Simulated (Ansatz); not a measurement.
**Si(OAc)2Me2 (C6H12O4Si): geometry, orbitals and charge**

Aim: characterise Si(OAc)2Me2 (C6H12O4Si) as a singlet: its structure, frontier levels and distribution of charge.

The runs use Ansatz 0.2.0, Gaussian basis; RKS PBE0-D4/def2-TZVP.

The runs, in order: relaxation at r2SCAN-D4/def2-SVP; a single point at PBE0-D4/def2-TZVP.

2 further runs of the same task are left out: 2 set aside as unsound or not needed. Runs told in other sessions of the task aren't counted.

### 1 Starting geometry

23 atoms, charge 0, spin multiplicity 1.

Atoms are counted from 1 here; the program's logs count them from 0.

Bond lengths: Si1–O2 1.664 Å, Si1–O9 1.664 Å, Si1–C16 1.892 Å, Si1–C20 1.892 Å, O2–C3 1.334 Å, C3–C4 1.500 Å, C3–O5 1.201 Å, C4–H6 1.086 Å, C4–H7 1.086 Å, C4–H8 1.089 Å, O9–C10 1.334 Å, C10–C11 1.499 Å, C10–O12 1.201 Å, C11–H13 1.086 Å, C11–H14 1.086 Å, C11–H15 1.089 Å, C16–H17 1.085 Å, C16–H18 1.087 Å and more. Angles: O2–Si1–O9 108.3°, O2–Si1–C16 103.3°, O2–Si1–C20 112.3°, O9–Si1–C16 112.4°, O9–Si1–C20 103.3°, C16–Si1–C20 117.2°, Si1–O2–C3 125.2°, O2–C3–C4 112.0°, O2–C3–O5 122.7°, C4–C3–O5 125.3°, C3–C4–H6 110.3°, C3–C4–H7 110.2°, C3–C4–H8 107.2°, H6–C4–H7 111.1°, H6–C4–H8 109.5°, H7–C4–H8 108.5°, Si1–O9–C10 125.0°, O9–C10–C11 112.0° and more.

Geometry (Å):

```xyz
23
charge 0, multiplicity 1
Si   -0.98102   -0.00436   -0.69925
O    -0.94271   -0.33329    0.93133
C     0.09105   -0.86707    1.58474
C     0.06392   -0.53374    3.04650
O     0.93604   -1.52246    1.03837
H     0.73372   -1.18893    3.59479
H    -0.95076   -0.60404    3.42768
H     0.40093    0.49692    3.14818
O     0.57024    0.32608   -1.20142
C     1.52105    0.87357   -0.44185
C     2.89678    0.54239   -0.93799
O     1.27458    1.53759    0.52789
H     3.63044    1.19745   -0.47840
H     2.93139    0.61594   -2.02116
H     3.10239   -0.48896   -0.65468
C    -2.11217    1.50780   -0.81197
H    -2.20393    1.83867   -1.84101
H    -1.71965    2.33565   -0.22759
H    -3.10854    1.28471   -0.44636
C    -1.45781   -1.51917   -1.72718
H    -1.42974   -1.30136   -2.78922
H    -2.46357   -1.84382   -1.48263
H    -0.78263   -2.34958   -1.53876
```

The start is a GFN2-xTB geometry.

### 2 Optimising with r2SCAN-D4/def2-SVP

in.yaml reads:

```yaml
crystal:
  periodic: [false, false, false]
  atoms:
    - {symbol: Si, position_ang: [-0.981020, -0.004360, -0.699250]}
    - {symbol: O, position_ang: [-0.942710, -0.333290, 0.931330]}
    - {symbol: C, position_ang: [0.091050, -0.867070, 1.584740]}
    - {symbol: C, position_ang: [0.063920, -0.533740, 3.046500]}
    - {symbol: O, position_ang: [0.936040, -1.522460, 1.038370]}
    - {symbol: H, position_ang: [0.733720, -1.188930, 3.594790]}
    - {symbol: H, position_ang: [-0.950760, -0.604040, 3.427680]}
    - {symbol: H, position_ang: [0.400930, 0.496920, 3.148180]}
    - {symbol: O, position_ang: [0.570240, 0.326080, -1.201420]}
    - {symbol: C, position_ang: [1.521050, 0.873570, -0.441850]}
    - {symbol: C, position_ang: [2.896780, 0.542390, -0.937990]}
    - {symbol: O, position_ang: [1.274580, 1.537590, 0.527890]}
    - {symbol: H, position_ang: [3.630440, 1.197450, -0.478400]}
    - {symbol: H, position_ang: [2.931390, 0.615940, -2.021160]}
    - {symbol: H, position_ang: [3.102390, -0.488960, -0.654680]}
    - {symbol: C, position_ang: [-2.112170, 1.507800, -0.811970]}
    - {symbol: H, position_ang: [-2.203930, 1.838670, -1.841010]}
    - {symbol: H, position_ang: [-1.719650, 2.335650, -0.227590]}
    - {symbol: H, position_ang: [-3.108540, 1.284710, -0.446360]}
    - {symbol: C, position_ang: [-1.457810, -1.519170, -1.727180]}
    - {symbol: H, position_ang: [-1.429740, -1.301360, -2.789220]}
    - {symbol: H, position_ang: [-2.463570, -1.843820, -1.482630]}
    - {symbol: H, position_ang: [-0.782630, -2.349580, -1.538760]}
basis:
  gaussian: {orbitals: def2-SVP}
hamiltonian: {xc: r2scan, dispersion: d4}
scf: {lower_state_search: "off"}
output: {orbitals: {seedname: orbitals}}
relax: {f_tol: 0.03, max_steps: 70}
```

The run is started by

```sh
ansatz run in.yaml --threads 4 --pin off --events-out ev --progress --plain --max-ram 6963MiB
```

The runs that follow: Single point, PBE0-D4/def2-TZVP.

Q: Predict the results of all the runs planned. Wanted: point group; commonest bond, hydrogen aside; HOMO, LUMO at PBE0-D4/def2-TZVP; dipole at r2SCAN-D4/def2-SVP.

The runs gave:

| quantity | value |
| --- | --- |
| point group | C2 |
| commonest bond, hydrogen aside | C–O, 4 of mean length 1.280 Å |
| HOMO, LUMO at PBE0-D4/def2-TZVP | -7.85, 0.07 eV |
| dipole at r2SCAN-D4/def2-SVP | 1.63 D |

What this shows: The molecule keeps its bonding pattern by the stored test; the atoms moved 0.28 Å (rms). No usable vibrations, so a minimum isn't proven. The HOMO lies nearest to O5, O12 about 33 % each; O2, O9 about 7 % each and the LUMO to C3, C10 about 22 % each; O5, O12 about 12 % each. The point group is read from a loosely relaxed geometry; soft torsions can leave it below the true symmetry.
